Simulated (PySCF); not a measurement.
**[TaCl4]+: other functionals and bases at one geometry**

One table from this session's results is given with a row withheld; the runs are named, their logs left out.

Computed with PySCF 2.14.0. Level: several levels, as the steps say, no spin–orbit coupling.

3 further runs of the same task are left out: 2 for a known fault of the program, 1 that didn't finish.

### The starting structure

5 atoms, charge 1, spin multiplicity 1.

Bond lengths: Ta1–Cl2 2.220 Å, Ta1–Cl3 2.220 Å, Ta1–Cl4 2.220 Å, Ta1–Cl5 2.220 Å. Angles: Cl2–Ta1–Cl3 109.5°, Cl2–Ta1–Cl4 109.5°, Cl2–Ta1–Cl5 109.5°, Cl3–Ta1–Cl4 109.5°, Cl3–Ta1–Cl5 109.5°, Cl4–Ta1–Cl5 109.5°.

Geometry (Å):

```csv
atom,x (Å),y (Å),z (Å)
Ta1,0.0000,0.0000,0.0000
Cl2,1.2817,1.2817,1.2817
Cl3,-1.2817,-1.2817,1.2817
Cl4,1.2817,-1.2817,-1.2817
Cl5,-1.2817,1.2817,-1.2817
```

Formal oxidation states: Ta +5. An earlier session relaxed this geometry at PBE0, Ta def2-SVP with ECP60, Cl def2-SVP (singlet, point group Td).

At PBE0 on the finer grid: E = -1896.590263 Eh, HOMO -15.30 eV, LUMO -8.93 eV, Mulliken charge on Ta1 +0.97 e, largest force component 0.006 eV/Å. 

Levels to run: TPSSh; PBE; r2SCAN; wB97X; PBE0, TZVP; PBE0, x2c-SVP. Hardware: 2 threads of Arm Neoverse V2, shared host.

The first run:

Contents of run.py (the lines that set the calculation):

```python
mol = gto.M(atom='''
Ta     0.00000     0.00000     0.00000
Cl     1.28174     1.28174     1.28174
Cl    -1.28174    -1.28174     1.28174
Cl     1.28174    -1.28174    -1.28174
Cl    -1.28174     1.28174    -1.28174''',
    basis={'Ta': 'def2-SVP', 'Cl': 'def2-SVP'},
    ecp={'Ta': 'def2-SVP'},
    charge=1, spin=0)
mf = dft.RKS(mol, xc='TPSSH')
mf.grids.atom_grid = (75, 302)
mf = mf.density_fit()  # fitting sets: Ta def2-universal-JKFIT, Cl def2-universal-JKFIT
mf.conv_tol = 1e-08; mf.max_cycle = 55
mf.kernel(dm0)  # dm0: the density of the relaxed state
```

Run with:

```console
$ OMP_NUM_THREADS=2 python run.py
```

Among the steps run: TPSSh; PBE; r2SCAN; wB97X; PBE0, TZVP; PBE0, x2c-SVP.

One table of the session follows, with a row left open; its other results are not shown here.

| level | HOMO (eV) | gap (eV) | charge on Ta1 (e) | largest force component (eV/Å) |
| --- | --- | --- | --- | --- |
| PBE0 (relaxed here) | -15.30 | 6.38 | 0.97 | 0.01 |
| TPSSh | -14.64 | 5.31 | 1.01 | 0.17 |
| PBE | -13.88 | 4.37 | 0.81 | 0.23 |
| r2SCAN | ? | ? | ? | ? |
| wB97X | -17.65 | 10.75 | 1.02 | 0.06 |
| PBE0, TZVP | -15.09 | 6.39 | 1.20 | 0.17 |
| PBE0, x2c-SVP | -15.31 | 6.12 | 0.75 | 0.45 |

Estimate the missing values for r2SCAN.

As computed: HOMO (eV): -14.36; gap (eV): 4.76; charge on Ta1 (e): 0.99; largest force component (eV/Å): 0.12. In the column «HOMO (eV)» it lies between TPSSh (-14.64) and PBE (-13.88).

In one basis the HOMO–LUMO gap runs from 4.37 eV (PBE) to 10.75 eV (wB97X). The largest leftover force, 0.45 eV/Å with PBE0, x2c-SVP, stands at a geometry relaxed at another level. Total energies of different levels can't be compared.
